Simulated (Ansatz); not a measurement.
# C3H7Al: the cost of one run

Program: Ansatz 0.2.0, Gaussian basis. Level of theory: the settings change from run to run. These are calculated values, not measurements.

## 1. The geometry

The structure was relaxed beforehand with PBE0-D4 in a triple-zeta def2 set.

SMILES `C/C=[CH]/[AlH2]`, 11 atoms, charge 0, spin multiplicity 1.

Atoms are counted from 1 here; the program's logs count them from 0.

Bond lengths: C1–C2 1.490 Å, C1–H5 1.095 Å, C1–H6 1.095 Å, C1–H7 1.091 Å, C2–C3 1.340 Å, C2–H8 1.092 Å, C3–Al4 1.929 Å, C3–H9 1.092 Å, Al4–H10 1.590 Å, Al4–H11 1.589 Å. Angles: C2–C1–H5 110.7°, C2–C1–H6 110.7°, C2–C1–H7 111.6°, H5–C1–H6 106.3°, H5–C1–H7 108.7°, H6–C1–H7 108.7°, C1–C2–C3 126.3°, C1–C2–H8 114.8°, C3–C2–H8 118.9°, C2–C3–Al4 119.8°, C2–C3–H9 116.3°, Al4–C3–H9 123.9°, C3–Al4–H10 117.1°, C3–Al4–H11 122.2°, H10–Al4–H11 120.7°.

## 2. SPW92/def2-TZVP

Set apart from the defaults: atoms shaken by 0.08 Å, a grid of angular degree 23, high accuracy.

in.yaml reads:

```yaml
crystal:
  periodic: [false, false, false]
  atoms:
    - {symbol: C, position_ang: [-0.603939, 1.783325, -0.004673]}
    - {symbol: C, position_ang: [-0.400067, 0.232552, -0.141015]}
    - {symbol: C, position_ang: [0.704521, -0.281026, 0.091318]}
    - {symbol: Al, position_ang: [0.703062, -2.204866, -0.187790]}
    - {symbol: H, position_ang: [-1.334096, 1.989649, 0.979660]}
    - {symbol: H, position_ang: [-0.863342, 2.424937, -0.786906]}
    - {symbol: H, position_ang: [0.403513, 2.178227, 0.463643]}
    - {symbol: H, position_ang: [-1.268850, -0.095102, -0.345115]}
    - {symbol: H, position_ang: [1.666460, 0.185762, 0.529569]}
    - {symbol: H, position_ang: [-0.550460, -2.859832, -0.601768]}
    - {symbol: H, position_ang: [1.982562, -3.271645, -0.086416]}
basis:
  gaussian: {orbitals: def2-TZVP, final_grid: {core_spheres: 8, valence_spheres: 7, degree: 23}}
hamiltonian: {xc: {name: SPW92}}
accuracy: high
output: {forces: true}
```

On the command line:

```sh
> ansatz run in.yaml --threads 2 --pin off --events-out ev --progress --plain --max-ram 4352MiB
```

Q: Estimate wall time and peak memory on 2 threads of Arm Neoverse V2, shared host.

About 7.5 s, with a peak of 0.64 GiB.
